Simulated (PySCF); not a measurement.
# TiSCl₂: structure of the singlet

Where does singlet TiSCl₂ go from a PBE minimum start, is the end point a minimum, and what are its modes, charges and moments?

The runs use PySCF 2.14.0; PBE, basis Ti def2-SVP, S def2-SVP, Cl def2-SVP, no relativity, density fitting.

## 1. Where the work starts

4 atoms, charge 0, spin multiplicity 1.

Bond lengths: Ti1–S2 2.060 Å, Ti1–Cl3 2.204 Å, Ti1–Cl4 2.204 Å. Angles: S2–Ti1–Cl3 113.8°, S2–Ti1–Cl4 113.8°, Cl3–Ti1–Cl4 120.7°.

Coordinates in bohr (charge 0 multiplicity 1):
```
Ti   -0.5560   -0.0337    0.0000
S     0.0000   -3.8862    0.0000
Cl    0.3812    1.7997   -3.6209
Cl    0.3812    1.7997    3.6209
```

## 2. Finding the electronic state

One driver script runs all steps and calls PySCF; scf.py shows how it sets up the SCF of each step. The optimiser is the driver's own. After this first run the driver tries any further starts and a stability analysis.

scf.py reads:

```python
from pyscf import gto, scf, dft
mol = gto.M(atom='''
Ti    -0.294220    -0.017850    -0.000000
S     -0.000000    -2.056500     0.000000
Cl     0.201710     0.952370    -1.916100
Cl     0.201710     0.952370     1.916100''',
    basis={'Ti': 'def2-SVP', 'S': 'def2-SVP', 'Cl': 'def2-SVP'},
    charge=0, spin=0)
mf = dft.RKS(mol, xc='PBE')
mf.grids.atom_grid = (50, 194)
aux = {'Ti': 'def2-universal-JKFIT', 'S': 'def2-universal-JKFIT', 'Cl': 'def2-universal-JKFIT'}
mf = mf.density_fit(auxbasis=aux)
mf.conv_tol = 1e-08
mf.diis_space = 10
mf.max_cycle = 60
mf.init_guess = 'minao'
mf.verbose = 4
mf.kernel()
```

Command:

```
> OMP_NUM_THREADS=2 python axn.py task.json out
```

What it wrote:

```text
init E= -2167.06379594172
  HOMO = -0.321402691336054  LUMO = -0.19607692127076  gap/eV = 3.41029
cycle= 1 E= -2166.84292376531  delta_E= 0.221  |g|= 0.609  |ddm|= 2.84
  HOMO = -0.255529537369857  LUMO = -0.250072354851008  gap/eV = 0.14850
cycle= 2 E= -2155.82938319025  delta_E=   11  |g|=  6.7  |ddm|= 4.16
  HOMO = -0.204017710092331  LUMO = -0.181589743589717  gap/eV = 0.61030
cycle= 3 E= -2166.56063235185  delta_E= -10.7  |g|= 1.33  |ddm|= 3.52
  HOMO = -0.232071369013767  LUMO = -0.176250748071877  gap/eV = 1.51896
cycle= 4 E= -2166.9219947791  delta_E= -0.361  |g|= 0.304  |ddm|= 0.817
  HOMO = -0.223451134143447  LUMO = -0.175827387124824  gap/eV = 1.29591
cycle= 5 E= -2166.89840008761  delta_E= 0.0236  |g|= 0.43  |ddm|= 0.567
  HOMO = -0.23827744558252  LUMO = -0.172365100397658  gap/eV = 1.79357
cycle= 6 E= -2166.9496348067  delta_E= -0.0512  |g|= 0.0188  |ddm|= 0.347
  HOMO = -0.240824666073982  LUMO = -0.175526961201788  gap/eV = 1.77684
cycle= 7 E= -2166.94965278938  delta_E= -1.8e-05  |g|= 0.0204  |ddm|= 0.0327
  HOMO = -0.240592898625747  LUMO = -0.174336025934458  gap/eV = 1.80294
cycle= 8 E= -2166.94975691301  delta_E= -0.000104  |g|= 0.00504  |ddm|= 0.0174
  HOMO = -0.240485854151643  LUMO = -0.174420993764191  gap/eV = 1.79772
cycle= 9 E= -2166.94976445594  delta_E= -7.54e-06  |g|= 0.000489  |ddm|= 0.00444
  HOMO = -0.240453921339651  LUMO = -0.174390166468268  gap/eV = 1.79769
cycle= 10 E= -2166.94976454855  delta_E= -9.26e-08  |g|= 5.42e-05  |ddm|= 0.000659
  HOMO = -0.240456249151649  LUMO = -0.174393665408332  gap/eV = 1.79765
cycle= 11 E= -2166.94976454914  delta_E= -5.92e-10  |g|= 2.99e-05  |ddm|= 6.62e-05
  HOMO = -0.240458723541137  LUMO = -0.17438446357769  gap/eV = 1.79797
Extra cycle  E= -2166.94976453388  delta_E= 1.53e-08  |g|= 0.000238  |ddm|= 0.000193
converged SCF energy = -2166.94976453388
```

This step, with its further starts and checks, took 9.8 s on 2 threads of Arm Neoverse N1, shared host.

The test of internal stability found no lower closed-shell solution.

## 3. Relaxation: PBE minimum start, singlet

The program finds Cs symmetry in the start, which this walk keeps.

scf.py: that of step 2 with these lines changed.

```diff
@@ -3,4 +3,4 @@
-Ti    -0.294220    -0.017850    -0.000000
-S     -0.000000    -2.056500     0.000000
-Cl     0.201710     0.952370    -1.916100
-Cl     0.201710     0.952370     1.916100''',
+Ti    -0.294219    -0.017851     0.000000
+S      0.000001    -2.056501     0.000000
+Cl     0.201711     0.952369    -1.916100
+Cl     0.201711     0.952369     1.916100''',
@@ -16 +15,0 @@
-mf.init_guess = 'minao'
```

Steps of the walk:

| step | energy (Eh) | change (kJ/mol) | largest symmetric gradient (Eh/bohr) |
| --- | --- | --- | --- |
| 0 | -2166.949765 | 0.00 | 0.00048 |
| 1 | -2166.949772 | -0.02 | 0.00028 |
| 2 | -2166.949784 | -0.05 | 0.00017 |
| 3 | -2166.949784 | -0.05 | 0.00010 |

The walk took 11 s.

Geometry (Å) and forces (eV/Å) at some steps:

```
step 0
Ti  -0.294  -0.018   0.000   0.025  -0.011   0.000
S    0.000  -2.057   0.000  -0.006  -0.002   0.000
Cl   0.202   0.952  -1.916  -0.009   0.006   0.002
Cl   0.202   0.952   1.916  -0.009   0.006  -0.002
step 1
Ti  -0.287  -0.019   0.000   0.015  -0.005   0.000
S   -0.002  -2.058   0.000  -0.002  -0.009   0.000
Cl   0.200   0.954  -1.917  -0.006   0.007  -0.005
Cl   0.200   0.954   1.917  -0.006   0.007   0.005
step 2
Ti  -0.268  -0.021   0.000  -0.001   0.001   0.000
S   -0.009  -2.064   0.000   0.006  -0.004   0.000
Cl   0.193   0.958  -1.921  -0.002   0.002  -0.009
Cl   0.193   0.958   1.921  -0.002   0.002   0.009
step 3
Ti  -0.264  -0.021   0.000  -0.001   0.001   0.000
S   -0.011  -2.065   0.000   0.006   0.001   0.000
Cl   0.192   0.958  -1.922  -0.003  -0.001  -0.005
Cl   0.192   0.958   1.922  -0.003  -0.001   0.005
```

It settles in Cs symmetry, 0.1 kJ/mol below the start, after 3 steps: Ti–Cl 2.205 Å (×2), Ti–S 2.060 Å; Cl–Ti–Cl 121.3°, Cl–Ti–S 114.5° (×2).

## 4. Hessian and properties

The point is checked on the finer grid, and tightened if its gradient asks for it. The Hessian and the dipole derivatives come from central differences of analytic gradients, with steps of 0.02 bohr.

scf.py: that of step 3 with these lines changed.

```diff
@@ -3,4 +3,4 @@
-Ti    -0.294219    -0.017851     0.000000
-S      0.000001    -2.056501     0.000000
-Cl     0.201711     0.952369    -1.916100
-Cl     0.201711     0.952369     1.916100''',
+Ti    -0.288504    -0.016775     0.000000
+S     -0.005452    -2.056973     0.000000
+Cl     0.195982     0.952233    -1.920052
+Cl     0.195982     0.952233     1.920052''',
@@ -10 +10 @@
-mf.grids.atom_grid = (50, 194)
+mf.grids.atom_grid = (75, 302)
@@ -13 +13 @@
-mf.conv_tol = 1e-08
+mf.conv_tol = 1e-10
```

The driver hands on the density of the step before, so the log starts near convergence.

SCF at the final geometry:

```text
init E= -2166.94983562096
  HOMO = -0.240612306555987  LUMO = -0.174702119935445  gap/eV = 1.79351
cycle= 1 E= -2166.94983561987  delta_E= 1.09e-09  |g|= 6.39e-05  |ddm|= 4.99e-05
  HOMO = -0.240614723569206  LUMO = -0.174679166077415  gap/eV = 1.79420
cycle= 2 E= -2166.94983554383  delta_E= 7.6e-08  |g|= 0.000535  |ddm|= 0.000418
  HOMO = -0.240612519991147  LUMO = -0.174699632034664  gap/eV = 1.79358
cycle= 3 E= -2166.94983562097  delta_E= -7.71e-08  |g|= 3.25e-06  |ddm|= 0.000374
  HOMO = -0.240612598149797  LUMO = -0.174699680386419  gap/eV = 1.79358
cycle= 4 E= -2166.94983562098  delta_E= -3.18e-12  |g|= 7.64e-07  |ddm|= 3.42e-06
  HOMO = -0.240612425406626  LUMO = -0.174699610080802  gap/eV = 1.79358
Extra cycle  E= -2166.94983562099  delta_E= -1.55e-11  |g|= 2.47e-06  |ddm|= 4.01e-06
converged SCF energy = -2166.94983562099
```

The whole step took 76 s.

Geometry: Cs; Ti–Cl 2.205 Å (×2), Ti–S 2.060 Å; Cl–Ti–Cl 121.1°, Cl–Ti–S 113.9° (×2).

Harmonic modes (main isotopes):

| symmetry | ω (cm⁻¹) | IR (km/mol) | μ (u) |
| --- | --- | --- | --- |
| a' | 61 | 25.4 | 40.67 |
| a' | 121 | 2.7 | 36.22 |
| a'' | 142 | 0.0 | 34.28 |
| a' | 385 | 22.7 | 35.95 |
| a'' | 493 | 114 | 41.34 |
| a' | 610 | 86.1 | 37.81 |

No imaginary mode, so this is a minimum.

Constants and moments:

```
Dipole moment                                                   : 2.39 D
Highest occupied level                                          : -6.55 eV
Lowest empty level                                              : -4.75 eV
Rotational constants                                            : 0.08208, 0.06396, 0.03685 cm⁻¹
Zero-point energy                                               : 10.8 kJ/mol
Principal polarisabilities                                      : 33.8, 74.2, 82.5 bohr³
Atomisation energy without zero-point energy                    : 1483 kJ/mol
Principal traceless quadrupole moments about the centre of mass : -4.84, -4.70, 9.54 D Å
Entropy at 298.15 K and 1 bar                                   : 342.6 J/(mol K)
Heat capacity Cp at 298.15 K                                    : 73.4 J/(mol K)
Enthalpy at 298.15 K above 0 K                                  : 17.46 kJ/mol
Rotational symmetry number                                      : 1
```

Populations by atom (charges in e):

```csv
atom,Mulliken,Löwdin,polar tensor,Mayer order to Ti1
Ti1,0.58,-0.18,1.51,–
S2,-0.19,0.10,-0.49,2.44
"Cl3,4",-0.19,0.04,-0.51,1.30
```

Mulliken populations on Ti1: s 6.26, p 12.60, d 2.53, f 0.03.

## 5. Stability of the closed shell

At the lowest minimum the closed shell is tested against spin polarisation, on the (50, 194) grid. It is stable.

## 6. Outcome

```
                                 quantity                                                                   value
                                  minimum                                                             singlet, Cs
                                 geometry  Ti–Cl 2.205 Å (×2), Ti–S 2.060 Å; Cl–Ti–Cl 121.1°, Cl–Ti–S 113.9° (×2)
                       wavenumbers (cm⁻¹)             61 (a'), 121 (a'), 142 (a''), 385 (a'), 493 (a''), 610 (a')
                            dipole moment                                                                  2.39 D
     highest occupied, lowest empty level                                                         -6.55, -4.75 eV
               polar-tensor charge of Ti1                                                                 +1.51 e
                        zero-point energy                                                             10.8 kJ/mol
                      entropy at 298.15 K                                                         342.6 J/(mol K)
atomisation energy (no zero-point energy)                                                             1483 kJ/mol
```

In words: The PBE minimum start keeps its Cs symmetry and ends in a minimum. In the infrared the band at 493 cm⁻¹ (a'', stretch) leads. Only this shape and spin were tried, so other structures or states may lie lower.

The search up to here took 99 s on 2 threads of Arm Neoverse N1, shared host.
